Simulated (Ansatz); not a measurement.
**H8OSi3: molecular dynamics**

Aim: follow the molecule's vibrations and see whether its bonds hold. The start is relaxed first. Runs: 500 steps of 0.5 fs at constant energy, with velocities drawn for 300 K. SMILES of the start: O[SiH]([SiH3])[SiH3].

Method: RHF/6-31G, in Ansatz 0.2.0.

### Step 1. The system as given

Bond lengths: Si1–O2 1.680 Å, O2–H3 1.010 Å, Si1–H4 1.460 Å, Si1–Si5 2.218 Å, Si5–H6 1.460 Å, Si5–H7 1.460 Å, Si5–H8 1.460 Å, Si1–Si9 2.218 Å, Si9–H10 1.460 Å, Si9–H11 1.460 Å, Si9–H12 1.460 Å. Angles (14 of 19 angles, heavy atoms first): O2–Si1–Si5 109.5°, O2–Si1–Si9 109.5°, Si5–Si1–Si9 109.5°, Si1–O2–H3 109.5°, O2–Si1–H4 109.5°, H4–Si1–Si5 109.5°, H4–Si1–Si9 109.5°, Si1–Si5–H6 109.5°, Si1–Si5–H7 109.5°, Si1–Si5–H8 109.5°, Si1–Si9–H10 109.5°, Si1–Si9–H11 109.5°, Si1–Si9–H12 109.5°, H6–Si5–H7 109.4°.

As a file:

```xyz
12

Si    0.0000    0.0000    0.0000
O     0.0000    0.0000    1.6800
H    -0.9095   -0.2814    2.0171
H     1.3768    0.0000   -0.4862
Si   -1.0456    1.8115   -0.7393
H    -2.4302    1.4780   -1.0607
H    -1.0215    2.8436    0.2931
H    -0.3743    2.3069   -1.9374
Si   -1.0456   -1.8115   -0.7393
H    -1.7029   -2.4846    0.3772
H    -2.0454   -1.4265   -1.7311
H    -0.0777   -2.7173   -1.3511
```

### Step 2. Relaxing the start

Input file input.yaml:

```yaml
crystal:
  periodic: [false, false, false]
  atoms:
    - { symbol: Si, position_ang: [0.0, 0.0, 0.0] }
    - { symbol: O, position_ang: [0.0, 0.0, 1.68] }
    - { symbol: H, position_ang: [-0.9095, -0.2814, 2.0171] }
    - { symbol: H, position_ang: [1.3768, 0.0, -0.4862] }
    - { symbol: Si, position_ang: [-1.0456, 1.8115, -0.7393] }
    - { symbol: H, position_ang: [-2.4302, 1.478, -1.0607] }
    - { symbol: H, position_ang: [-1.0215, 2.8436, 0.2931] }
    - { symbol: H, position_ang: [-0.3743, 2.3069, -1.9374] }
    - { symbol: Si, position_ang: [-1.0456, -1.8115, -0.7393] }
    - { symbol: H, position_ang: [-1.7029, -2.4846, 0.3772] }
    - { symbol: H, position_ang: [-2.0454, -1.4265, -1.7311] }
    - { symbol: H, position_ang: [-0.0777, -2.7173, -1.3511] }
basis:
  gaussian: { orbitals: "6-31G" }
hamiltonian:
  xc: hf
relax:
  f_tol: 0.02
  max_steps: 40
```

Command:

```bash
$ ansatz run input.yaml --threads 1 --pin off --max-ram 2048MiB --backend cpu --events-out ev --progress --plain --runs-dir out
```

After this run come: The run.

Q: Predict the outcome of this session. Wanted: relaxation of the start; temperature, first and last step; temperature, second half; potential energy, second half; largest change of the total energy; bonds formed or broken.

The runs gave:

```
                          quantity                         value
           relaxation of the start      20 moves, 0.890 eV lower
                            length           500 steps of 0.5 fs
  temperature, first and last step                 300 and 186 K
          temperature, second half  mean 144 K, from 62 to 229 K
     potential energy, second half   +17 meV/atom from the start
largest change of the total energy                 0.33 meV/atom
            bonds formed or broken                             0
```

**Reading.** The temperature starts at 300 K and averages 144 K in the second half, where it ranges from 62 to 229 K. About half is expected from a start at a minimum: kinetic energy passes into potential energy until both shares match. The total energy strays from its start by at most 0.33 meV/atom, 2.1 % of the mean kinetic energy, fair for a step of 0.5 fs. The bonding pattern survives the run. Averages from a run of 250 fs with 12 atoms are rough. The nuclei move classically, without zero-point motion, which matters most for hydrogen. The basis is very small, so the numbers are rough.
